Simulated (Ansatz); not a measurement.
# La3Tl: response to strain

La3Tl is deformed so: zz strain of +2 %. What stress and forces result, by LAPW, PAW and all-electron datasets made for the crystal?

Program: Ansatz 0.2.0. Level of theory: DFT LDA, scalar-relativistic. These are calculated values, not measurements.

## (1) Starting point

The structure is cubic, space group Pm-3m (No. 221). Conventional cell: a = 5.060 Å, b = 5.060 Å, c = 5.060 Å, α = 90.00°, β = 90.00°, γ = 90.00°. La (site symmetry 4/mmm) is surrounded by 8 La at 3.58 Å and 4 Tl at 3.58 Å. Around Tl (site symmetry m-3m) lie 12 La at 3.58 Å.

Coordinates:

```
La Tl
1.0
     5.06000    0.00000    0.00000
     0.00000    5.06000    0.00000
     0.00000    0.00000    5.06000
La Tl
3 1
Direct
  0.00000 0.50000 0.50000
  0.50000 0.00000 0.50000
  0.50000 0.50000 0.00000
  0.00000 0.00000 0.00000
```

Atoms are numbered in the order of the input: La1, La2, La3, Tl4.

## (2) After the deformation

Space group Pm-3m before, P4/mmm after.

## (3) All-electron LAPW

The input, input.yaml:

```yaml
crystal:
  lattice:
    - [5.06, 0.0, 0.0]
    - [0.0, 5.06, 0.0]
    - [0.0, 0.0, 5.1612]
  atoms:
    - { symbol: La, position: [0.0, 0.5, 0.5] }
    - { symbol: La, position: [0.5, 0.0, 0.5] }
    - { symbol: La, position: [0.5, 0.5, 0.0] }
    - { symbol: Tl, position: [0.0, 0.0, 0.0] }
kpoints:
  mp_grid: { grid: [8, 8, 8] }
  band_path:
    path:
      - [0.0, 0.0, 0.0]
      - [0.0, 0.5, 0.0]
      - [0.5, 0.5, 0.0]
      - [0.0, 0.0, 0.0]
      - [0.0, 0.0, 0.5]
      - [0.0, 0.5, 0.5]
      - [0.5, 0.5, 0.5]
      - [0.0, 0.0, 0.5]
      - [0.0, 0.5, 0.0]
    npoints: 5
scf:
  occupations: { method: fermi_dirac, width: 0.08 }
hamiltonian:
  xc: lda
  pseudopotentials: { kind: all_electron, lapw: { basis_error: 0.0005 } }
output:
  forces: true
  stress: true
  eigenvalues: true
```

On the command line:

```console
$ ansatz run input.yaml --threads 1 --pin off --max-ram 4096MiB --backend cpu --events-out ev --progress --plain --runs-dir out
```

## (4) PAW with frozen cores

The input, input.yaml:

```yaml
crystal:
  lattice:
    - [5.06, 0.0, 0.0]
    - [0.0, 5.06, 0.0]
    - [0.0, 0.0, 5.1612]
  atoms:
    - { symbol: La, position: [0.0, 0.5, 0.5] }
    - { symbol: La, position: [0.5, 0.0, 0.5] }
    - { symbol: La, position: [0.5, 0.5, 0.0] }
    - { symbol: Tl, position: [0.0, 0.0, 0.0] }
kpoints:
  mp_grid: { grid: [8, 8, 8] }
scf:
  occupations: { method: fermi_dirac, width: 0.08 }
hamiltonian:
  xc: lda
  pseudopotentials: { kind: paw }
output:
  forces: true
  stress: true
  eigenvalues: true
  efg: { contact_densities: true }
```

## (5) All-electron PAW on datasets made for the crystal

Edit input.yaml of step 4 so:

```diff
@@ -16,3 +16,3 @@
   xc: lda
-  pseudopotentials: { kind: paw }
+  pseudopotentials: { kind: all_electron, datasets: crystal }
 output:
```

(Steps that only read results are left out.)

**Question.** What will these runs give? Wanted: pressure; largest shear or deviatoric stress.

As calculated:

| quantity | value |
| --- | --- |
| pressure | LAPW -4.21, PAW -4.24, crystal datasets -4.21 GPa |
| largest shear or deviatoric stress (LAPW) | 0.34 GPa |

The largest part of the stress beyond the pressure is 0.34 GPa in size, in the zz component; the atoms are carried along and not relaxed. No run of the undeformed cell stands beside it, so the pressure holds what the given cell had before the change. PAW: stress within 0.03 GPa of LAPW. Crystal datasets: stress within 0.01 GPa of LAPW. Spin-orbit coupling is left out, though the cell holds Tl; in elements this heavy it can shift bands and gaps by tenths of an eV.
